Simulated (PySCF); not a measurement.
**CoNH: doublet, from a bent start**

Where does doublet CoNH go from a bent start, is the end point a minimum, and what are its modes, charges and moments?

The runs use PySCF 2.14.0; PBE0, basis Co def2-TZVP, N def2-TZVP, H def2-TZVP, no relativity, density fitting.

## Step 1: The starting structure

3 atoms, charge 0, spin multiplicity 2.

Bond lengths: Co1–N2 1.630 Å, Co1–H3 1.430 Å. Angles: N2–Co1–H3 110.0°.

```xyz
3
charge 0 multiplicity 2
Co    0.0000    0.0000    0.0000
N    -1.3352    0.0000    0.9349
H     1.1714    0.0000    0.8202
```

## Step 2: The SCF at the typed geometry

One driver script runs all steps and calls PySCF; scf.py shows how it sets up the SCF of each step. The optimiser is the driver's own. After this first run the driver tries any further starts and a stability analysis.

Contents of scf.py:

```python
from pyscf import gto, scf, dft
mol = gto.M(atom='''
Co     0.000000     0.000000     0.000000
N     -1.335200     0.000000     0.934900
H      1.171400     0.000000     0.820200''',
    basis={'Co': 'def2-TZVP', 'N': 'def2-TZVP', 'H': 'def2-TZVP'},
    charge=0, spin=1)
mf = dft.UKS(mol, xc='PBE0')
mf.grids.atom_grid = (50, 194)
aux = {'Co': 'def2-universal-JKFIT', 'N': 'def2-universal-JKFIT', 'H': 'def2-universal-JKFIT'}
mf = mf.density_fit(auxbasis=aux)
mf.conv_tol = 1e-08
mf.diis_space = 10
mf.max_cycle = 60
mf.init_guess = 'minao'
mf.verbose = 4
mf.kernel()
```

Run with:

```
OMP_NUM_THREADS=2 python axn.py task.json out
```

After this run come: Relaxing the doublet from the bent start; Hessian and properties.

Before running it: what results should come out? Wanted: minimum; geometry; wavenumbers; dipole moment; highest occupied, lowest empty level; polar-tensor charge of Co1; zero-point energy; atomisation energy; ⟨S²⟩.

**Answer**, as computed:

```
                                          quantity                                      value
                                           minimum             broken-symmetry (Ms = 1/2), Cs
                                          geometry  Co–H 1.495 Å, Co–N 1.630 Å; H–Co–N 102.7°
                                wavenumbers (cm⁻¹)              504 (a'), 656 (a'), 1931 (a')
                                     dipole moment                                     3.23 D
highest occupied, lowest empty level (either spin)                            -6.92, -2.84 eV
                        polar-tensor charge of Co1                                    +0.52 e
                                 zero-point energy                                18.5 kJ/mol
                               entropy at 298.15 K                            252.8 J/(mol K)
         atomisation energy (no zero-point energy)                                 426 kJ/mol
                                              ⟨S²⟩                                      1.887
```

In words: The bent start keeps its Cs symmetry and ends in a minimum. The determinant is spin-contaminated (⟨S²⟩ = 1.89 against 0.75), so it is no pure spin state. In the infrared the band at 1931 cm⁻¹ (a', stretch) leads. Other starts or spin states, not run here, may lie lower. One determinant may miss the lowest occupation of an open d or f shell.
